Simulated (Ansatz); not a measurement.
**BClH2Se: basis-set convergence**

How large a basis does BClH2Se need? Two functionals are run in growing sets.

Method: one geometry, several basis sets; program: Ansatz 0.2.0, Gaussian basis.

The runs, in order: PBE0-D4/def2-SVP; ωB97M-V/def2-SVP; PBE0-D4/def2-QZVPP; ωB97M-V/def2-QZVPP; the functionals' def2-TZVPP values are taken from earlier runs.

### 1 Structure used throughout

An earlier PBE0-D4 in a triple-zeta def2 set relaxation fixed the geometry.

SMILES `ClB[SeH]`, 5 atoms, charge 0, spin multiplicity 1.

Atoms are counted from 1 here; the program's logs count them from 0.

Bond lengths: Cl1–B2 1.743 Å, B2–Se3 1.916 Å, B2–H4 1.188 Å, Se3–H5 1.469 Å. Angles: Cl1–B2–Se3 118.9°, Cl1–B2–H4 119.6°, Se3–B2–H4 121.5°, B2–Se3–H5 94.6°.

### 2 PBE0-D4 in def2-SVP

Input file in.yaml:

```yaml
crystal:
  periodic: [false, false, false]
  atoms:
    - {symbol: Cl, position_ang: [-2.133389, -0.290031, -0.272293]}
    - {symbol: B, position_ang: [-0.406804, -0.344459, -0.042369]}
    - {symbol: Se, position_ang: [0.577128, 1.299682, -0.015946]}
    - {symbol: H, position_ang: [0.133444, -1.393525, 0.094020]}
    - {symbol: H, position_ang: [1.879521, 0.654733, 0.195188]}
basis:
  gaussian: {orbitals: def2-SVP}
hamiltonian: {xc: pbe0, dispersion: d4}
output: {orbitals: {seedname: orbitals}}
```

The runs that follow: ωB97M-V in def2-SVP; PBE0-D4 in def2-QZVPP; ωB97M-V in def2-QZVPP.

Before running them: what should the planned runs give, taken together? Wanted: PBE0-D4: double and triple zeta above quadruple; ωB97M-V: double and triple zeta above quadruple.

The runs gave:

| quantity | value |
| --- | --- |
| PBE0-D4: double and triple zeta above quadruple | 14.79, 1.78 eV |
| ωB97M-V: double and triple zeta above quadruple | 14.70, 1.71 eV |

For PBE0-D4 the step from double to triple zeta gains 13.01 eV and the next only 1.78 eV. Total energies overstate the basis error of differences, where much of it tends to cancel.
